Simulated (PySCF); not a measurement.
# C2H7F2NSi3: circular dichroism and optical rotation

What do calculations give for the circular dichroism and optical rotation of C2H7F2NSi3 (`N#CC[Si@@H](F)[Si@H](F)[SiH3]`)?

Programs: PySCF 2.14.0, with routines of our own; each step states its level. All values are computed. Atoms count from 0.

## 1. The system as given

15 atoms, charge 0, multiplicity 1; geometry from: GFN2-xTB.

## 2. Circular dichroism and optical rotation: TDDFT CAM-B3LYP/def2-SVPD

What the job is given:

```
{"job": {"kind": "ecd", "xc": "CAM-B3LYP", "basis": "def2-SVPD", "nstates": 12}, "charge": 0, "multiplicity": 1}
N     -1.192390     2.724244    -0.319244
C     -1.431701     1.648561    -0.629638
C     -1.705829     0.293234    -0.976646
Si    -1.333644    -0.916847     0.477317
F     -1.461024    -2.352228    -0.275970
Si     0.863259    -0.740555     1.175722
F      0.783339     0.118149     2.552593
Si     2.376736     0.318523    -0.237003
H     -2.751529     0.212808    -1.278717
H     -1.090764     0.024111    -1.838799
H     -2.508038    -0.924195     1.347907
H      1.311073    -2.031101     1.716363
H      1.941190     1.676531    -0.565910
H      3.727640     0.392890     0.324196
H      2.467267    -0.436136    -1.494081
```

With the program's defaults for keys left out, this is: TDDFT CAM-B3LYP/def2-SVPD circular dichroism and optical rotation, one conformer, gas phase.

The run is started by

```sh
$ OMP_NUM_THREADS=1 python excited_run.py task.json out
```

This one command runs all jobs of the session in turn.

Standard output:

```text
coarse grid: 14624 points
cycle   1  E = -1202.5061566873  dE =  6.428e-01  |g| = 8.673e-01  |ddm| = 4.946e+00
cycle   2  E = -1202.3258982107  dE =  1.803e-01  |g| = 1.367e+00  |ddm| = 2.248e+00
cycle   3  E = -1202.6668901161  dE = -3.410e-01  |g| = 1.134e-01  |ddm| = 1.309e+00
cycle   4  E = -1202.6686903222  dE = -1.800e-03  |g| = 8.011e-02  |ddm| = 1.899e-01
cycle   5  E = -1202.6699703969  dE = -1.280e-03  |g| = 1.450e-02  |ddm| = 1.012e-01
cycle   6  E = -1202.6700213341  dE = -5.094e-05  |g| = 2.729e-03  |ddm| = 2.580e-02
cycle   7  E = -1202.6700233383  dE = -2.004e-06  |g| = 8.095e-04  |ddm| = 6.152e-03
final grid: 130000 points
cycle   8  E = -1202.8235010949  dE = -1.712e-05  |g| = 2.421e-03  |ddm| = 4.244e-02
cycle   9  E = -1202.8235011014  dE = -6.516e-09  |g| = 2.598e-03  |ddm| = 7.084e-03
cycle  10  E = -1202.8235024597  dE = -1.358e-06  |g| = 4.875e-04  |ddm| = 2.700e-03
cycle  11  E = -1202.8235025000  dE = -4.028e-08  |g| = 2.118e-04  |ddm| = 6.286e-04
cycle  12  E = -1202.8235025081  dE = -8.125e-09  |g| = 7.696e-05  |ddm| = 3.206e-04
cycle  13  E = -1202.8235025093  dE = -1.142e-09  |g| = 1.209e-05  |ddm| = 7.514e-05
cycle  14  E = -1202.8235025093  dE = -3.547e-11  |g| = 2.958e-06  |ddm| = 2.400e-05
converged SCF energy = -1202.8235025093

Singlet excitations and rotatory strengths (1e-40 esu^2 cm^2)
state   eV       nm     f(len)   f(vel)    R(len)    R(vel)   main configurations
  1   5.5574   223.1  0.04808  0.05572    30.546    33.204   H->L 0.93
  2   6.2387   198.7  0.00816  0.00947     5.934     5.151   H-1->L 0.77, H-2->L 0.15
  3   6.7269   184.3  0.14264  0.15202   -21.823   -22.557   H->L+1 0.85
  4   6.8542   180.9  0.01094  0.01236   -31.368   -33.370   H-2->L 0.61, H-1->L 0.14
  5   7.3211   169.4  0.00643  0.00718   -14.963   -16.092   H->L+2 0.65, H-1->L+1 0.15
  6   7.3806   168.0  0.13889  0.14879  -102.736  -106.783   H-1->L+1 0.67, H->L+2 0.15
  7   7.4952   165.4  0.00444  0.00515     0.082     0.179   H-3->L 0.33
  8   7.6205   162.7  0.00453  0.00538   -12.930   -14.109   H-3->L 0.36
  9   7.8093   158.8  0.00552  0.00571    -6.013    -6.019   H-2->L+1 0.70
 10   7.9340   156.3  0.00191  0.00209    -3.892    -3.300   H-4->L 0.59, H-3->L+1 0.09
 11   7.9681   155.6  0.04317  0.04447    -3.157    -1.068   H-1->L+2 0.17, H-3->L+5 0.08
 12   8.0447   154.1  0.00116  0.00143     7.721     8.454   H->L+3 0.31, H-5->L 0.21

Specific rotation (deg / (dm g/mL))
    nm     length   length(OI)   velocity    alpha(len)  alpha(vel)
  633.0    -136.54    -138.50    -136.65      109.551    111.396
  589.3    -159.12    -161.42    -159.11      110.076    111.941
  546.0    -187.55    -190.27    -187.32      110.736    112.626
  436.0    -305.64    -310.19    -303.45      113.521    115.521
  405.0    -357.98    -363.42    -354.20      114.817    116.871
  365.0    -442.55    -449.60    -434.53      117.123    119.275
  355.0    -466.23    -473.80    -456.39      117.857    120.042
```

Wall time 4.2 min (1 thread of Arm Neoverse N1, shared host); peak memory 1.1 GiB.

Orbitals, density, ELF and potential are computed afterwards from the orbital file.

Frontier orbitals at CAM-B3LYP/def2-SVPD, with the share of their density that lies nearest to each atom:

| orbital | energy (eV) | lies on |
| --- | --- | --- |
| HOMO | -9.88 | Si5 24 %; Si3 19 %; Si7 13 % |
| LUMO | -0.89 | Si5 26 %; Si3 17 %; F6 10 % |

ELF in a plane through or near 5 of the atoms.

Ten even steps from ' ' (0.00) to '@' (1.00):
```
                                                        
                                                        
                  ..::::                                
                **@@@@@@++                              
              ==@@@@@@@@%%..                            
              --@@@@@@@@%%::    ....                    
                ==%%@@%%++++**--..::::..                
                ::====  ..%%@@..**......                
        ----::..==%%##::::%%@@..++..::..                
      ##@@@@@@++==##@@@@**++====##%%%%==--::            
      @@@@@@@@--****..##--    --##====@@@@@@**          
      %%@@@@@@..**##..--      ..++::..@@@@@@##          
      ++%%@@%%--..::####      ..++**++**@@%%==          
        ......::##@@@@@@..    ..--==::..                
              ..**@@@@%%      ..::::..                  
                --####++        ..                      
                                                        
                                                        
                                                        
                                                        
```
The map spans 12.7 Å across and 10.2 Å up, centred on the molecule. Atoms in the plane (x, y in Å): C2 (1.8, -0.7), Si3 (1.2, 1.1), Si7 (-2.3, -0.6), H8 (2.9, -0.7), H11 (-1.6, 2.5).

On the surface of density 0.002 e/bohr³ the electrostatic potential runs, from the 1st to the 99th percentile, from -1.71 V near N0 to 2.14 V near Si5.

## 3. Results

```
                                                                                       quantity                                                            value
state of largest rotatory strength (velocity form) among 12 (step 2, TDDFT CAM-B3LYP/def2-SVPD)  7.38 eV, R = -106.8 (velocity), -102.7 (length) ·10⁻⁴⁰ esu² cm²
                              specific rotation at 633.0 nm (step 2, TDDFT CAM-B3LYP/def2-SVPD)                               -136.7 (velocity), -136.5 (length)
                                                          surface potential, 1st and 99th percentile                                               -1.71 V and 2.14 V
```

**Reading.** Rotations belong to one conformer. By nearest atom (CAM-B3LYP/def2-SVPD), the HOMO sits on Si5 24 %; Si3 19 % and the LUMO on Si5 26 %; Si3 17 %.
